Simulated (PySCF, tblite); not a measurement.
# C₄H₉FOSi: geometry, infrared bands and NMR shifts

What infrared bands and NMR shifts should C₄H₉FOSi (`CO[Si@@H]1CC[C@H]1F`) show?

Programs: tblite 0.8.0 and PySCF 2.14.0, with density-fitted response routines of our own. Each step states its level of theory. These are calculated values for one molecule in the gas phase, unless marked as measured. Atoms are numbered from 0 throughout.

### Step 1. The starting structure

16 atoms, charge 0, multiplicity 1; geometry from: force field or distance geometry start.

Bonds of the start (Å): C0–O1 1.40, O1–Si2 1.69, Si2–C3 1.85, C3–C4 1.50, C4–C5 1.51, C5–F6 1.37, C5–Si2 1.87, C0–H7 1.12, C0–H8 1.12, C0–H9 1.09, Si2–H10 1.45, C3–H11 1.11, C3–H12 1.11, C4–H13 1.11, C4–H14 1.12, C5–H15 1.09.

### Step 2. Geometry optimisation with GFN2-xTB

The job: settings as JSON, then the geometry in Å.

```
{"job": {"kind": "relax", "xc": "GFN2-xTB", "basis": "xTB"}, "charge": 0, "multiplicity": 1}
C      2.612200    -0.145700    -0.003000
O      1.374600    -0.186800    -0.660800
Si     0.236700     0.545000     0.358600
C     -0.915200    -0.690000     1.123000
C     -1.814700    -0.530000    -0.069400
C     -1.419100     0.878700    -0.453400
F     -2.148000     1.889800     0.108200
H      2.589500    -0.813700     0.891100
H      2.743600     0.900200     0.363800
H      3.443900    -0.491000    -0.621100
H      0.696700     1.592400     1.246300
H     -1.317300    -0.335600     2.089600
H     -0.431600    -1.687200     1.148500
H     -2.891900    -0.660300     0.145500
H     -1.441500    -1.214100    -0.871100
H     -1.325400     0.957300    -1.539800
```

Launch:

```console
> OMP_NUM_THREADS=1 python probes_run.py task.json out
```

One launch serves the whole session: the jobs run in the order shown.

**Question.** This job is followed by: GFN2-xTB harmonic vibrations, gas phase; GIAO PBE0/pcSseg-1 NMR shielding, non-relativistic, gas phase. What will the session give for the following? strongest single infrared mode (GFN2-xTB); zero-point energy (GFN2-xTB); 13C shifts against TMS (PBE0/pcSseg-1); 1H shifts against TMS (PBE0/pcSseg-1, means over atoms taken as alike); 17O shifts against H2O (PBE0/pcSseg-1); 29Si shifts against TMS (PBE0/pcSseg-1); 19F shifts against CFCl3 (PBE0/pcSseg-1).

**Answer**, as computed:

| quantity | value |
| --- | --- |
| strongest single infrared mode (GFN2-xTB) | 2283 cm⁻¹, 291 km/mol |
| zero-point energy (GFN2-xTB) | 77.6 kcal/mol |
| 13C shifts against TMS (PBE0/pcSseg-1) | 99.3, 53.8, 26.7, 12.0 ppm |
| 1H shifts against TMS (PBE0/pcSseg-1, means over atoms taken as alike) | 5.46, 5.42, 3.88, 2.60, 1.96, 1.24, 1.03 ppm |
| 17O shifts against H2O (PBE0/pcSseg-1) | 22.5 ppm |
| 29Si shifts against TMS (PBE0/pcSseg-1) | 2.9 ppm |
| 19F shifts against CFCl3 (PBE0/pcSseg-1) | -225.2 ppm |

**Reading.** Over 115 steps the energy fell by 0.960 eV; of the close pairs, O1–Si2 changed most, 1.694 to 1.616 Å. No mode is imaginary among the 42: a minimum at this level. The strongest single mode, at 2283 cm⁻¹, moves mainly H10. GFN2-xTB is a fitted tight-binding method: band positions and strengths are rough. Its intensities can rank the bands wrongly. C5 (sp3 CH bonded to F and Si) lies farthest downfield among carbon, at 99.3 ppm; pulled downfield by the heteroatom. H15 (hydrogen on an sp3 CH bonded to F and Si) lies farthest downfield among hydrogen, at 5.46 ppm; its carbon carries F, hence the downfield position. At PBE0/pcSseg-1: The widest tensor belongs to F6: span 160 ppm, with a paramagnetic part of -76 ppm.
